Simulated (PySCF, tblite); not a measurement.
**C₅H₁₃BO₂S: geometry, infrared bands and NMR shifts**

What infrared bands and NMR shifts should C₅H₁₃BO₂S (`COCB(C)C[S@@](C)=O`) show?

Computed with tblite 0.8.0 and PySCF 2.14.0, with density-fitted response routines of our own, on a single molecule in the gas phase. Atoms count from 0, in the outputs and in this text.

### 1 The molecule as given

22 atoms, charge 0, multiplicity 1; geometry from: force field or distance geometry start.

Bonds of the start (Å): C0–O1 1.41, O1–C2 1.37, C2–B3 1.59, B3–C4 1.58, B3–C5 1.57, C5–S6 1.78, S6–C7 1.80, S6–O8 1.52, C0–H9 1.12, C0–H10 1.11, C0–H11 1.10, C2–H12 1.13, C2–H13 1.09, C4–H14 1.11, C4–H15 1.12, C4–H16 1.12, C5–H17 1.11, C5–H18 1.12, C7–H19 1.11, C7–H20 1.10, C7–H21 1.11.

### 2 Optimising the geometry with GFN2-xTB

Job settings and geometry (Å):

```
{"job": {"kind": "relax", "xc": "GFN2-xTB", "basis": "xTB"}, "charge": 0, "multiplicity": 1}
C      3.619900     0.707600    -0.845600
O      2.567600    -0.202700    -0.610900
C      1.541300     0.479500    -0.004400
B      0.286900    -0.441800     0.311600
C      0.462600    -2.007600     0.274400
C     -1.059400     0.328000     0.552200
S     -2.519500    -0.558600     0.052100
C     -3.886400     0.553200     0.436700
O     -2.531300    -0.932200    -1.418300
H      3.896400     1.122600     0.154700
H      3.165000     1.504500    -1.466200
H      4.457100     0.190200    -1.340200
H      1.142900     1.187000    -0.793900
H      1.807900     1.125600     0.828000
H      0.147300    -2.527900     1.200000
H      1.529700    -2.308200     0.117000
H     -0.118400    -2.480300    -0.564100
H     -1.023600     1.237600    -0.077000
H     -1.126000     0.661600     1.615600
H     -3.659000     0.956700     1.446300
H     -3.842300     1.395400    -0.274900
H     -4.869400     0.029100     0.406100
```

The run is started by

```console
$ OMP_NUM_THREADS=1 python probes_run.py task.json out
```

The driver reads the jobs from task.json and runs them one after another.

**Question.** This job is followed by: GFN2-xTB harmonic vibrations, gas phase; GIAO PBE0/pcSseg-1 NMR shielding, non-relativistic, gas phase. Predict these results of the whole session: strongest single infrared mode (GFN2-xTB); zero-point energy (GFN2-xTB); ¹³C shifts against TMS (PBE0/pcSseg-1); ¹H shifts against TMS (PBE0/pcSseg-1, means over atoms taken as alike); ¹⁷O shifts against H2O (PBE0/pcSseg-1); ¹¹B shifts against BF3·OEt2 (PBE0/pcSseg-1); ³³S shifts against CS2 (PBE0/pcSseg-1).

As calculated:

```
                                                              quantity                                         value
                             strongest single infrared mode (GFN2-xTB)                         1149 cm⁻¹, 201 km/mol
                                          zero-point energy (GFN2-xTB)                                110.5 kcal/mol
                                ¹³C shifts against TMS (PBE0/pcSseg-1)              85.2, 63.5, 62.6, 52.1, 12.5 ppm
¹H shifts against TMS (PBE0/pcSseg-1, means over atoms taken as alike)  3.97, 3.73, 3.46, 2.80, 2.43, 2.42, 1.16 ppm
                                ¹⁷O shifts against H2O (PBE0/pcSseg-1)                                81.1, 14.6 ppm
                           ¹¹B shifts against BF3·OEt2 (PBE0/pcSseg-1)                                      83.8 ppm
                                ³³S shifts against CS2 (PBE0/pcSseg-1)                                       320 ppm
```

What this shows: The optimisation took 238 steps and gained 1.025 eV; among the close pairs (by a distance rule), C5–S6 changed most, from 1.780 to 1.876 Å. No mode is imaginary among the 60: a minimum at this level. The strongest single mode, at 1149 cm⁻¹, is spread over many atoms; the largest shares are those of O8, S6. GFN2-xTB is a fitted tight-binding method: band positions and strengths are rough. Its intensities can rank the bands wrongly. The most deshielded carbon is C2 (sp3 CH2 bonded to B and O), at 85.2 ppm: deshielded by the electronegative neighbour. At PBE0/pcSseg-1: Shielding is most anisotropic at O8 (span 453 ppm, paramagnetic term -148 ppm).
